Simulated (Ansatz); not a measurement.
**CHBGe (singlet): from Hartree-Fock to the top rungs, cc-pVTZ**

One table from this session's results is given with a row withheld; the runs are named, their logs left out.

Method: cc-pVTZ, core rule «outside noble gas», up to 16 orbitals frozen; program: Ansatz 0.2.0, Gaussian basis.

The runs, in order: UHF; CCSD(T) on RHF; CCSD(T) on UHF; BCCD(T) on RHF; CCSDT(Q) on RHF.

3 further runs of the same task are left out: 3 set aside as unsound or not needed. Runs told in other sessions of the task aren't counted.

## The geometry

The geometry is a PBE0/def2-TZVP stationary point (not a proven minimum). No spin-orbit coupling is included. The filled d shell of Ge may be among the frozen orbitals whatever the setting's name suggests.

4 atoms, charge 0, spin multiplicity 1.

Atoms are counted from 1 here; the program's logs count them from 0.

Bond lengths: C1–B2 1.337 Å, C1–H4 1.072 Å, B2–Ge3 1.912 Å. Angles: B2–C1–H4 180.0°, C1–B2–Ge3 180.0°.

Coordinates:

```mol
CHBGe
  3D, bonds by distance, orders not assigned

  4  3  0  0  0  0  0  0  0  0999 V2000
    0.0000    0.0000    0.8784 C   0  0
    0.0000    0.0000   -0.4587 B   0  0
    0.0000    0.0000   -2.3704 Ge  0  0
    0.0000    0.0000    1.9506 H   0  0
  1  2  8  0
  1  4  8  0
  2  3  8  0
M  END
```

The first run:

Input file in.yaml:

```yaml
crystal:
  periodic: [false, false, false]
  atoms:
    - {symbol: C, position_ang: [0.000000, 0.000000, 0.878425]}
    - {symbol: B, position_ang: [0.000000, 0.000000, -0.458675]}
    - {symbol: Ge, position_ang: [0.000000, 0.000000, -2.370375]}
    - {symbol: H, position_ang: [0.000000, 0.000000, 1.950625]}
basis:
  gaussian: {orbitals: cc-pVTZ}
magnetization: {spin_polarized: true, initial_magnetization: 0}
hamiltonian: {xc: hf}
output: {orbitals: {seedname: orbitals}}
```

Run with:

```
$ ansatz run in.yaml --threads 1 --pin off --events-out ev --progress --plain --max-ram 4096MiB --backend cpu
```

Steps of the session up to this table: UHF; CCSD(T) on RHF; CCSD(T) on UHF; BCCD(T) on RHF; CCSDT(Q) on RHF.

One of the session's tables, all rows but one given; the rest of the session is left out.

| method | from RCCSDT(Q) (meV) |
| --- | --- |
| RHF | +10901.2 |
| UHF | +9947.0 |
| RMP2 | +1176.8 |
| UMP2 | +2420.4 |
| RCCSD | +963.1 |
| UCCSD | +975.3 |
| RCCSD(T) | +134.7 |
| UCCSD(T) | ? |
| BCCD(T) | +133.8 |
| RCCSDT | +141.7 |
| RCCSDT(Q) | 0 |

Q: Estimate the row for UCCSD(T) from the others.

The run gave: from RCCSDT(Q) (meV): +324.1. In the column «from RCCSDT(Q) (meV)» it lies between RCCSDT (+141.7) and RCCSD (+963.1).

The program flags UCCSD(T) as in doubt (see the logs), so read those rows with care; the flags are large difference.

Caveats from the session: The determinant of HF (⟨S²⟩ 1.29) is far from a pure spin state, so its energy mixes those of several spin states; that is harmless only where they are near-degenerate. The determinant of CCSD(T) (⟨S²⟩ 1.29) is far from a pure spin state, so its energy mixes those of several spin states; high orders of coupled cluster remove much of that, low ones don't. The program flags UCCSD(T) as in doubt, so read those rows with care; the flags are large difference. Warnings: restricted reference is unstable; spin contamination; large T1 diagnostic. Restricted and unrestricted rows rest on different reference determinants; a gap between their highest levels can come from leftover correlation error, from unlike frozen cores or from another state.
